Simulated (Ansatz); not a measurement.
**C2H4OSe: basis-set convergence**

An exercise on one series of results from a longer session: the logs are not shown, and one member is left open.

Program: Ansatz 0.2.0, Gaussian basis. Level of theory: one geometry, several basis sets. These are calculated values, not measurements.

The runs, in order: PBE0-D4/def2-SVP; ωB97M-V/def2-SVP; PBE0-D4/def2-QZVPP; ωB97M-V/def2-QZVPP; the functionals' def2-TZVPP values are taken from earlier runs.

### The geometry

The geometry comes from an earlier relaxation with PBE0-D4 in a triple-zeta def2 set; it is a stationary point, not always the lowest conformer.

SMILES `CC(=O)[SeH]`, 8 atoms, charge 0, spin multiplicity 1.

Atoms are counted from 1 here; the program's logs count them from 0.

Bond lengths: C1–C2 1.500 Å, C1–H5 1.090 Å, C1–H6 1.092 Å, C1–H7 1.092 Å, C2–O3 1.192 Å, C2–Se4 1.953 Å, Se4–H8 1.469 Å. Angles: C2–C1–H5 109.1°, C2–C1–H6 110.0°, C2–C1–H7 110.0°, H5–C1–H6 110.0°, H5–C1–H7 110.0°, H6–C1–H7 107.8°, C1–C2–O3 124.9°, C1–C2–Se4 116.4°, O3–C2–Se4 118.7°, C2–Se4–H8 95.8°.

The first run:

Contents of in.yaml:

```yaml
crystal:
  periodic: [false, false, false]
  atoms:
    - {symbol: C, position_ang: [0.458039, 0.732878, 0.034697]}
    - {symbol: C, position_ang: [0.073022, -0.534002, -0.670417]}
    - {symbol: O, position_ang: [0.490008, -0.877860, -1.733059]}
    - {symbol: Se, position_ang: [-1.210136, -1.683284, 0.249866]}
    - {symbol: H, position_ang: [1.171204, 1.280219, -0.581113]}
    - {symbol: H, position_ang: [-0.428677, 1.344428, 0.212788]}
    - {symbol: H, position_ang: [0.903587, 0.500001, 1.003893]}
    - {symbol: H, position_ang: [-1.364847, -0.819381, 1.427444]}
basis:
  gaussian: {orbitals: def2-SVP}
hamiltonian: {xc: pbe0, dispersion: d4}
output: {orbitals: {seedname: orbitals}}
```

Started as:

```
$ ansatz run in.yaml --threads 2 --pin off --events-out ev --progress --plain --max-ram 4352MiB
```

Steps of the session up to this table: PBE0-D4 in def2-SVP; ωB97M-V in def2-SVP; PBE0-D4 in def2-QZVPP; ωB97M-V in def2-QZVPP.

One of the session's tables, all rows but one given; the rest of the session is left out.

It belongs to the step «Density functionals: the series». 

| functional | basis | HOMO (eV) |
| --- | --- | --- |
| PBE0-D4 | def2-SVP | -7.20 |
| PBE0-D4 | def2-TZVPP | -7.34 |
| PBE0-D4 | def2-QZVPP | -7.37 |
| ωB97M-V | def2-SVP | ? |
| ωB97M-V | def2-TZVPP | -9.50 |
| ωB97M-V | def2-QZVPP | -9.52 |

**Question.** Estimate the row for ωB97M-V, def2-SVP.

As computed: HOMO (eV): -9.33. In the column «HOMO (eV)» it lies between ωB97M-V, def2-TZVPP (-9.50) and PBE0-D4, def2-QZVPP (-7.37).
